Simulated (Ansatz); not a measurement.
**NaSe+ (triplet): from Hartree-Fock to the top rungs at distance Se1–Na2 = 2.633 Å, cc-pVTZ**

Aim: climb from Hartree-Fock through coupled cluster and multireference methods for NaSe+ (triplet) at one geometry and basis, and see what each rung misses.

Computed with Ansatz 0.2.0, Gaussian basis. Level: cc-pVTZ, core rule «outside noble gas», up to 19 orbitals frozen.

To be run: UHF; CCSD(T) on ROHF; CCSD(T) on UHF; BCCD(T) on ROHF; CISD; CCSDT(Q) on ROHF; CCSDT(Q) on UHF; CASSCF and MRCISD+Q, 4 electrons in 4 orbitals; CASSCF and NEVPT2, 4 electrons in 4 orbitals.

32 further runs of the same task are left out: 23 for a known fault of the program, 7 that didn't finish, 2 set aside as unsound or not needed.

### Step 1. What is computed

The geometry derives from a PBE0/def2-TZVP stationary point (not a proven minimum). One bond is set to the value named and the two fragments are kept rigid. No spin-orbit coupling is included. The filled d shell of Se may be among the frozen orbitals whatever the setting's name suggests; the logs give the count.

2 atoms, charge 1, spin multiplicity 3.

Atoms are counted from 1 here; the program's logs count them from 0.

Bond lengths: Se1–Na2 2.633 Å.

### Step 2. UHF

in.yaml reads:

```yaml
crystal:
  periodic: [false, false, false]
  atoms:
    - {symbol: Se, position_ang: [0.000000, 0.000000, 0.000000]}
    - {symbol: Na, position_ang: [0.000000, 0.000000, 2.633000]}
basis:
  gaussian: {orbitals: cc-pVTZ}
total_charge: 1
magnetization: {spin_polarized: true, initial_magnetization: 2}
hamiltonian: {xc: hf}
output: {orbitals: {seedname: orbitals}}
```

Run with:

```
ansatz run in.yaml --threads 1 --pin off --events-out ev --progress --plain --max-ram 2393MiB
```

Further steps of the session: CCSD(T) on ROHF; CCSD(T) on UHF; BCCD(T) on ROHF; CISD; CCSDT(Q) on ROHF; CCSDT(Q) on UHF; CASSCF and MRCISD+Q, 4 electrons in 4 orbitals; CASSCF and NEVPT2, 4 electrons in 4 orbitals.

**Question.** What will the summary of the whole plan be? Wanted: UCCSDT(Q) below the RHF energy; RMP2 from UCCSDT(Q); UMP2 from UCCSDT(Q); RCCSD from UCCSDT(Q); RCCSD(T) from UCCSDT(Q); UCCSD(T) from UCCSDT(Q); RCCSDT(Q) from UCCSDT(Q); T1 diagnostic.

As calculated:

```
                         quantity                                                   value
   UCCSDT(Q) below the RHF energy                                              -3.4947 eV
              RMP2 from UCCSDT(Q)                                         +14.29 kcal/mol
              UMP2 from UCCSDT(Q)                                         +14.77 kcal/mol
             RCCSD from UCCSDT(Q)                                          +3.08 kcal/mol
          RCCSD(T) from UCCSDT(Q)                                          +0.65 kcal/mol
          UCCSD(T) from UCCSDT(Q)                                          +0.45 kcal/mol
         RCCSDT(Q) from UCCSDT(Q)                                          +0.21 kcal/mol
levels within 1 kcal/mol (43 meV)  RCCSD(T), UCCSD(T), BCCD(T), RCCSDT, UCCSDT, RCCSDT(Q)
                    T1 diagnostic                                                   0.015
```

What this shows: RCCSD(T) lands +0.65 kcal/mol from the yardstick (0.8 % of the correlation energy). These misses are within one basis, not against nature; the frozen cores of restricted and unrestricted runs differ, which can shift their rows.
